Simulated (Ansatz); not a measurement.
**C3H8Si: up Jacob's ladder to CCSD(T)**

One table from this session's results is given with a row withheld; the runs are named, their logs left out.

Method: functionals in def2-TZVPP, the program's frozen cores in correlated methods; program: Ansatz 0.2.0, Gaussian basis.

Plan: LDA (SPW92), PBE-D4, revPBE-D4, BLYP-D4, r2SCAN-D4, B97M-V, PBE0-D4, B3LYP-D4, r2SCANh-D4, r2SCAN0-D4, HSE06-D4, BHLYP-D4, CAM-B3LYP-D4, LC-ωPBE, ωB97X-V, ωB97M-V, B2PLYP, PBE-QIDH; CCSD(T)/def2-SVP; CCSD(T)/def2-TZVPP; MP2/def2-QZVPP; extrapolation to the limit; RPA on PBE.

## The relaxed structure

The geometry comes from an earlier relaxation with PBE0-D4 in a triple-zeta def2 set; it is a stationary point, not always the lowest conformer.

12 atoms, charge 0, spin multiplicity 1.

Atoms are counted from 1 here; the program's logs count them from 0.

Bond lengths: C1–C2 1.507 Å, C1–H5 1.094 Å, C1–H6 1.096 Å, C1–H7 1.092 Å, C2–C3 1.542 Å, C2–Si4 1.854 Å, C2–H8 1.088 Å, C3–Si4 1.850 Å, C3–H9 1.087 Å, C3–H10 1.085 Å, Si4–H11 1.479 Å, Si4–H12 1.479 Å. Angles: C2–C1–H5 111.3°, C2–C1–H6 111.2°, C2–C1–H7 111.5°, H5–C1–H6 107.3°, H5–C1–H7 107.4°, H6–C1–H7 108.0°, C1–C2–C3 117.7°, C1–C2–Si4 122.8°, C1–C2–H8 113.8°, C3–C2–Si4 65.2°, C3–C2–H8 113.2°, Si4–C2–H8 115.3°, C2–C3–Si4 65.5°, C2–C3–H9 115.5°, C2–C3–H10 117.0°, Si4–C3–H9 118.3°, Si4–C3–H10 119.9°, H9–C3–H10 112.7° and more.

The first run:

File in.yaml:

```yaml
crystal:
  periodic: [false, false, false]
  atoms:
    - {symbol: C, position_ang: [-0.836488, 1.103128, -0.675372]}
    - {symbol: C, position_ang: [-0.437168, 0.093154, 0.369981]}
    - {symbol: C, position_ang: [1.056136, -0.002202, 0.742749]}
    - {symbol: Si, position_ang: [0.366554, -1.523759, -0.051439]}
    - {symbol: H, position_ang: [-0.178080, 1.054872, -1.547473]}
    - {symbol: H, position_ang: [-0.779993, 2.123875, -0.281182]}
    - {symbol: H, position_ang: [-1.856647, 0.932376, -1.026804]}
    - {symbol: H, position_ang: [-1.097183, 0.072038, 1.234815]}
    - {symbol: H, position_ang: [1.724356, 0.625764, 0.159889]}
    - {symbol: H, position_ang: [1.301079, -0.007527, 1.799962]}
    - {symbol: H, position_ang: [0.708448, -1.802898, -1.463136]}
    - {symbol: H, position_ang: [0.105886, -2.724020, 0.772008]}
basis:
  gaussian: {orbitals: def2-TZVPP}
hamiltonian: {xc: lda}
output: {orbitals: {seedname: orbitals}}
```

Among the steps run: LDA; PBE-D4 (GGA); revPBE-D4 (GGA); BLYP-D4 (GGA); r2SCAN-D4 (meta-GGA); B97M-V (meta-GGA); PBE0-D4 (hybrid); B3LYP-D4 (hybrid); r2SCANh-D4 (hybrid); r2SCAN0-D4 (hybrid); HSE06-D4 (hybrid); BHLYP-D4 (hybrid); CAM-B3LYP-D4 (range-separated); LC-ωPBE (range-separated); ωB97X-V (range-separated); ωB97M-V (range-separated); B2PLYP (double hybrid); PBE-QIDH (double hybrid).

One of the session's tables, all rows but one given; the rest of the session is left out.

It belongs to the step «Frontier levels by functional». 

```
  functional  HOMO (eV)  LUMO (eV)  gap (eV)
 LDA (SPW92)      -5.72      -0.67      5.05
      PBE-D4      -5.60      -0.50      5.10
   revPBE-D4          ?          ?         ?
     BLYP-D4      -5.46      -0.40      5.06
   r2SCAN-D4      -5.79      -0.18      5.61
      B97M-V      -5.86      -0.36      5.50
     PBE0-D4      -6.69       0.31      7.00
    B3LYP-D4      -6.50       0.08      6.58
  r2SCANh-D4      -6.20       0.10      6.30
  r2SCAN0-D4      -6.81       0.51      7.32
    HSE06-D4      -6.29      -0.06      6.23
    BHLYP-D4      -7.68       1.09      8.77
CAM-B3LYP-D4      -7.99       1.24      9.23
     LC-ωPBE      -9.31       2.36     11.67
     ωB97X-V      -8.97       2.23     11.21
     ωB97M-V      -8.84       1.93     10.78
```

Q: Estimate the row for revPBE-D4 from the others.

**Answer.** HOMO (eV): -5.55; LUMO (eV): -0.42; gap (eV): 5.13. In the column «HOMO (eV)» it lies between PBE-D4 (-5.60) and BLYP-D4 (-5.46).
